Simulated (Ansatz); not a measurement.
# Zn3CrInS6: the cost of one run

Program: Ansatz 0.2.0. Level of theory: DFT PBE, PAW, plane waves, scalar-relativistic. These are calculated values, not measurements.

### Step 1. The system as given

Symmetry: P3m1, No. 156, trigonal system. Conventional cell: a = 3.870 Å, b = 3.870 Å, c = 18.900 Å, α = 90.00°, β = 90.00°, γ = 120.00°. S (site symmetry 3m) has 1 Zn at 2.33 Å and 3 In at 2.64 Å as nearest neighbours. Cr (site symmetry 3m) has 4 S at 2.43 to 2.48 Å as nearest neighbours. Around In (site symmetry 3m) lie 6 S at 2.64 to 2.67 Å. S (site symmetry 3m) is surrounded by 3 Zn at 2.34 Å and 1 Cr at 2.48 Å. Zn (site symmetry 3m) has 4 S at 2.36 to 2.46 Å as nearest neighbours. Around S (site symmetry 3m) lie 3 Cr at 2.43 Å. Zn (site symmetry 3m) is surrounded by 4 S at 2.37 to 2.40 Å. Around S (site symmetry 3m) lie 4 Zn at 2.40 to 2.46 Å. Only part of the 11 independent sites is listed.

Structure file:

```cif
data_structure
_symmetry_space_group_name_H-M 'P3m1'
_symmetry_Int_Tables_number 156
_cell_length_a 3.8700
_cell_length_b 3.8700
_cell_length_c 18.9000
_cell_angle_alpha 90.000
_cell_angle_beta 90.000
_cell_angle_gamma 120.000
_cell_volume 245.14
loop_
_atom_site_label
_atom_site_type_symbol
_atom_site_symmetry_multiplicity
_atom_site_Wyckoff_symbol
_atom_site_fract_x
_atom_site_fract_y
_atom_site_fract_z
_atom_site_occupancy
S1 S 1 a 0.00000 0.00000 0.34260 1
Cr1 Cr 1 b 0.33333 0.66667 0.05100 1
In1 In 1 c 0.66667 0.33333 0.41680 1
S2 S 1 b 0.33333 0.66667 0.18220 1
Zn1 Zn 1 a 0.00000 0.00000 0.79640 1
S3 S 1 a 0.00000 0.00000 0.00000 1
Zn2 Zn 1 b 0.33333 0.66667 0.61950 1
S4 S 1 a 0.00000 0.00000 0.66600 1
S5 S 1 b 0.33333 0.66667 0.83620 1
S6 S 1 b 0.33333 0.66667 0.49420 1
Zn3 Zn 1 a 0.00000 0.00000 0.21950 1
```

Atoms are counted from 1 in the order of input.yaml (Zn11 and so on).

In a fixed run the two spins have Fermi levels of their own, and the moment is shared at the start among the d and f atoms with one sign. No search for lower states follows.

Site moments are integrals over atomic spheres and don't add up to the total.

### Step 2. Usual moment, free total moment

input.yaml

```yaml
crystal:
  lattice:
    - [3.87000073, 0.0, 0.0]
    - [-1.93500037, 3.35151895, 0.0]
    - [0.0, 0.0, 18.9]
  atoms:
    - { symbol: S, position: [0.0, 0.0, 0.3426] }
    - { symbol: Cr, position: [0.33333333, 0.66666667, 0.051], spin: 3.0 }
    - { symbol: In, position: [0.66666667, 0.33333333, 0.4168] }
    - { symbol: S, position: [0.33333333, 0.66666667, 0.1822] }
    - { symbol: Zn, position: [0.0, 0.0, 0.7964] }
    - { symbol: S, position: [0.0, 0.0, 0.0] }
    - { symbol: Zn, position: [0.33333333, 0.66666667, 0.6195] }
    - { symbol: S, position: [0.0, 0.0, 0.666] }
    - { symbol: S, position: [0.33333333, 0.66666667, 0.8362] }
    - { symbol: S, position: [0.33333333, 0.66666667, 0.4942] }
    - { symbol: Zn, position: [0.0, 0.0, 0.2195] }
magnetization:
  spin_polarized: true
hamiltonian:
  xc: pbe
  pseudopotentials: { kind: paw }
basis:
  ecutwfc: 420
kpoints:
  mp_grid: { grid: [4, 4, 1] }
scf:
  occupations: { method: gaussian, width: 0.05 }
  lower_state_search: "off"
output:
  forces: true
  stress: true
```

The run is started by

```
> ansatz run input.yaml --threads 4 --pin off --max-ram 9216MiB --backend cpu --events-out ev --progress --plain --runs-dir out
```

Q: Estimate wall time and peak memory on 4 threads of Intel Xeon Platinum 8259CL at 2.50GHz (Skylake/Cascade Lake), shared host.

About 7.4 s, with a peak of 0.75 GiB.
